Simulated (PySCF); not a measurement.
# C₄H₇Cl₂Ga: electronic excitations

Wanted: the electronic excitations of C₄H₇Cl₂Ga (`[Cl][Ga]([Cl])[CH]1CCC1`), by calculation.

The runs use PySCF 2.14.0, with density-fitted response routines of our own; the level of theory stands in each step. All values are computed, except where a source is named. Atoms count from 0, in the outputs and in this text.

### 1 The molecule as given

14 atoms, charge 0, multiplicity 1; geometry from: GFN2-xTB.

Bonds of the start (Å): Cl0–Ga1 2.11, Ga1–Cl2 2.11, Ga1–C3 2.08, C3–C4 1.54, C4–C5 1.53, C5–C6 1.53, C6–C3 1.53, C3–H7 1.09, C4–H8 1.09, C4–H9 1.09, C5–H10 1.10, C5–H11 1.09, C6–H12 1.09, C6–H13 1.09.

### 2 Ultraviolet spectrum: B3LYP/def2-SVPD

Job settings and geometry (Å):

```
{"job": {"kind": "uv", "xc": "B3LYP", "basis": "def2-SVPD", "nstates": 8, "ntriplets": 3}, "charge": 0, "multiplicity": 1}
Cl     2.978476     1.902372     0.570293
Ga     2.015112     0.034714     0.382300
Cl     2.740368    -1.502960     1.632696
C      0.396502    -0.249933    -0.894172
C     -0.551810     0.954493    -0.814552
C     -1.325208     0.207676     0.277404
C     -0.678011    -1.097284    -0.198923
H      0.711898    -0.568283    -1.892011
H     -0.122399     1.923113    -0.544058
H     -1.136517     1.068918    -1.727239
H     -0.966302     0.484643     1.274960
H     -2.411008     0.267445     0.250832
H     -0.350851    -1.797678     0.574629
H     -1.300928    -1.627708    -0.919304
```

With the program's defaults for keys left out, this is: TDDFT B3LYP/def2-SVPD, vertical, gas phase, core orbitals frozen in the response.

On the command line:

```console
$ OMP_NUM_THREADS=1 python probes_run.py task.json out
```

This one command runs all jobs of the session in turn.

Predict these results of the whole session: lowest singlet (B3LYP/def2-SVPD); brightest single state of those computed; lowest triplet; surface potential, 1st and 99th percentile.

The runs gave:

```
                                quantity                        value
        lowest singlet (B3LYP/def2-SVPD)  5.27 eV (235 nm), f = 0.006
brightest single state of those computed  state 2, 5.87 eV, f = 0.255
                          lowest triplet                      4.86 eV
   surface potential, 1st and 99th percentile           -0.67 V and 2.33 V
```

**Reading.** The lowest singlet, at 5.27 eV, is HOMO→LUMO 0.99 and is weak; of the 8 states computed, the strongest absorption comes from state 2 at 5.87 eV. The lowest triplet lies 0.40 eV below the lowest singlet (triplets in Tamm-Dancoff, singlets in full TDDFT). At B3LYP/def2-SVPD, counted by nearest atom on the grid, the HOMO lies on C3 28 %; Ga1 16 %, the LUMO on Ga1 57 %; Cl0, Cl2 about 10 % each.
